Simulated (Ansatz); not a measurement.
# C₈H₁₄O₂: one species, many methods

The task here is to estimate one member of a computed series from the others.

Method: functionals in def2-TZVPP, the program's frozen cores in correlated methods; program: Ansatz 0.2.0, Gaussian basis.

Plan: LDA (SPW92), PBE-D4, revPBE-D4, BLYP-D4, r2SCAN-D4, B97M-V, PBE0-D4, B3LYP-D4, r2SCANh-D4, r2SCAN0-D4, HSE06-D4, BHLYP-D4, CAM-B3LYP-D4, LC-ωPBE, ωB97X-V, ωB97M-V, B2PLYP, PBE-QIDH; CCSD(T)/def2-SVP; CCSD(T)/def2-TZVPP; MP2/def2-QZVPP; extrapolation to the limit; RPA on PBE.

**The geometry**

All runs share one geometry, relaxed beforehand with PBE0-D4 in a triple-zeta def2 set.

SMILES `CCCC(C(C)=O)C(C)=O`, 24 atoms, charge 0, spin multiplicity 1.

Atoms are counted from 1 here; the program's logs count them from 0.

Bond lengths: C1–C2 1.520 Å, C1–H11 1.094 Å, C1–H12 1.092 Å, C1–H13 1.092 Å, C2–C3 1.524 Å, C2–H14 1.094 Å, C2–H15 1.096 Å, C3–C4 1.524 Å, C3–H16 1.095 Å, C3–H17 1.092 Å, C4–C5 1.528 Å, C4–C8 1.530 Å, C4–H18 1.092 Å, C5–C6 1.499 Å, C5–O7 1.205 Å, C6–H19 1.088 Å, C6–H20 1.093 Å, C6–H21 1.095 Å and more. Angles: C2–C1–H11 111.0°, C2–C1–H12 111.9°, C2–C1–H13 111.0°, H11–C1–H12 107.8°, H11–C1–H13 107.6°, H12–C1–H13 107.2°, C1–C2–C3 114.1°, C1–C2–H14 109.3°, C1–C2–H15 109.2°, C3–C2–H14 108.1°, C3–C2–H15 110.0°, H14–C2–H15 105.8°, C2–C3–C4 114.0°, C2–C3–H16 109.2°, C2–C3–H17 110.7°, C4–C3–H16 108.0°, C4–C3–H17 109.0°, H16–C3–H17 105.6° and more.

Set-up of the first run:

File in.yaml:

```yaml
crystal:
  periodic: [false, false, false]
  atoms:
    - {symbol: C, position_ang: [0.263377, -0.705591, -2.724088]}
    - {symbol: C, position_ang: [0.040580, -1.540451, -1.473191]}
    - {symbol: C, position_ang: [-0.790454, -0.846165, -0.401351]}
    - {symbol: C, position_ang: [-0.152298, 0.421698, 0.154194]}
    - {symbol: C, position_ang: [-1.051013, 1.101983, 1.185316]}
    - {symbol: C, position_ang: [-0.964957, 2.597730, 1.236352]}
    - {symbol: O, position_ang: [-1.759583, 0.461240, 1.920446]}
    - {symbol: C, position_ang: [1.187802, 0.184779, 0.852638]}
    - {symbol: C, position_ang: [1.270607, -0.969202, 1.808977]}
    - {symbol: O, position_ang: [2.115773, 0.929703, 0.657072]}
    - {symbol: H, position_ang: [-0.688473, -0.375846, -3.150752]}
    - {symbol: H, position_ang: [0.864312, 0.183538, -2.519925]}
    - {symbol: H, position_ang: [0.787870, -1.280525, -3.490062]}
    - {symbol: H, position_ang: [-0.466061, -2.471497, -1.745795]}
    - {symbol: H, position_ang: [1.011656, -1.838462, -1.061313]}
    - {symbol: H, position_ang: [-1.766629, -0.577865, -0.819870]}
    - {symbol: H, position_ang: [-1.002237, -1.528712, 0.424075]}
    - {symbol: H, position_ang: [0.059688, 1.142905, -0.637507]}
    - {symbol: H, position_ang: [-1.493972, 2.980938, 2.106894]}
    - {symbol: H, position_ang: [0.081636, 2.914289, 1.246318]}
    - {symbol: H, position_ang: [-1.409213, 3.012683, 0.326123]}
    - {symbol: H, position_ang: [1.299403, -1.909572, 1.251820]}
    - {symbol: H, position_ang: [0.385423, -1.005714, 2.448288]}
    - {symbol: H, position_ang: [2.176755, -0.881885, 2.405330]}
basis:
  gaussian: {orbitals: def2-TZVPP}
hamiltonian: {xc: lda}
output: {orbitals: {seedname: orbitals}}
```

Run with:

```bash
ansatz run in.yaml --threads 4 --pin off --events-out ev --progress --plain --max-ram 63488MiB --backend cuda --devices 0, --max-vram 37GiB
```

Among the steps run: LDA; PBE-D4 (GGA); revPBE-D4 (GGA); BLYP-D4 (GGA); r2SCAN-D4 (meta-GGA); B97M-V (meta-GGA); PBE0-D4 (hybrid); B3LYP-D4 (hybrid); r2SCANh-D4 (hybrid); r2SCAN0-D4 (hybrid); HSE06-D4 (hybrid); BHLYP-D4 (hybrid); CAM-B3LYP-D4 (range-separated); LC-ωPBE (range-separated); ωB97X-V (range-separated); ωB97M-V (range-separated); B2PLYP (double hybrid); PBE-QIDH (double hybrid).

One table of the session follows, with a row left open; its other results are not shown here.

It belongs to the step «Orbital energies across the functionals». 

| functional | HOMO (eV) | gap (eV) |
| --- | --- | --- |
| LDA (SPW92) | -5.85 | 3.22 |
| PBE-D4 | -5.67 | 3.31 |
| revPBE-D4 | -5.59 | 3.33 |
| BLYP-D4 | -5.59 | 3.36 |
| r2SCAN-D4 | ? | ? |
| B97M-V | -6.13 | 4.06 |
| PBE0-D4 | -7.21 | 5.92 |
| B3LYP-D4 | -6.99 | 5.45 |
| r2SCANh-D4 | -6.53 | 4.75 |
| r2SCAN0-D4 | -7.41 | 6.23 |
| HSE06-D4 | -6.80 | 5.13 |
| BHLYP-D4 | -8.73 | 8.66 |
| CAM-B3LYP-D4 | -8.67 | 8.58 |
| LC-ωPBE | -9.94 | 11.07 |
| ωB97X-V | -9.64 | 10.68 |
| ωB97M-V | -9.59 | 10.54 |

Q: Estimate the row for r2SCAN-D4 from the others.

Worked estimate for «HOMO (eV)». Against the share of exact exchange, r2SCANh-D4 (0.1, -6.53), r2SCAN0-D4 (0.25, -7.41) give a slope of -5.87 per unit share; at 0 the line stands at -5.94.

**Answer.** HOMO (eV): -5.95; gap (eV): 3.78. In «HOMO (eV)» the line misses by +0.01.
